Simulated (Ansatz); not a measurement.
# ZnCl radical (SMILES [Cl][Zn]): one structure at several levels

The task here is to estimate one member of a computed series from the others.

Computed with Ansatz 0.2.0, Gaussian basis. Level: single points in def2-TZVPP.

Cores are frozen in the correlated methods. The 3s and 3p shells of Cu and Zn are frozen; filled d shells are correlated. Orbitals are unrestricted.

### Where the work starts

SMILES `[Cl][Zn]`, 2 atoms, charge 0, spin multiplicity 2.

Atoms are counted from 1 here; the program's logs count them from 0.

Bond lengths: Cl1–Zn2 2.128 Å.

Coordinates:

```xyz
2
ClZn
Cl   -0.9399    0.3195   -0.4051
Zn    0.9096   -0.3928    0.3705
```

The first run:

run/in.yaml reads:

```yaml
crystal:
  periodic: [false, false, false]
  atoms:
    - {symbol: Cl, position_ang: [-0.939900, 0.319500, -0.405100]}
    - {symbol: Zn, position_ang: [0.909600, -0.392800, 0.370500]}
basis:
  gaussian: {orbitals: def2-TZVPP}
magnetization: {spin_polarized: true, initial_magnetization: 1}
correlation: {method: ccsd_t, frozen_orbitals: {Cl: 5, Zn: 9}}
scf: {omitted_lower_state_checks: [cluster_reference]}
output: {forces: true}
```

The command line of these runs was not kept.

Steps of the session up to this table: CCSD(T)/def2-TZVPP; PBE0-D4/def2-TZVPP; wB97M-V/def2-TZVPP; r2SCAN-D4/def2-TZVPP; PBE-D4/def2-TZVPP; BHLYP-D4/def2-TZVPP; r2SCANh-D4/def2-TZVPP.

One of the session's tables, all rows but one given; the rest of the session is left out.

| method | RMS force component (eV/Å) | dipole (D) |
| --- | --- | --- |
| CCSD(T) | 0.211 | 2.61 |
| PBE0-D4 | 0.216 | 2.57 |
| wB97M-V | ? | ? |
| r2SCAN-D4 | 0.131 | 2.49 |
| PBE-D4 | 0.303 | 2.26 |
| BHLYP-D4 | 0.311 | 2.81 |
| r2SCANh-D4 | 0.128 | 2.58 |

**Question.** Estimate the row for wB97M-V.

As computed: RMS force component (eV/Å): 0.209; dipole (D): 2.56. In the column «RMS force component (eV/Å)» it lies between r2SCAN-D4 (0.131) and CCSD(T) (0.211).
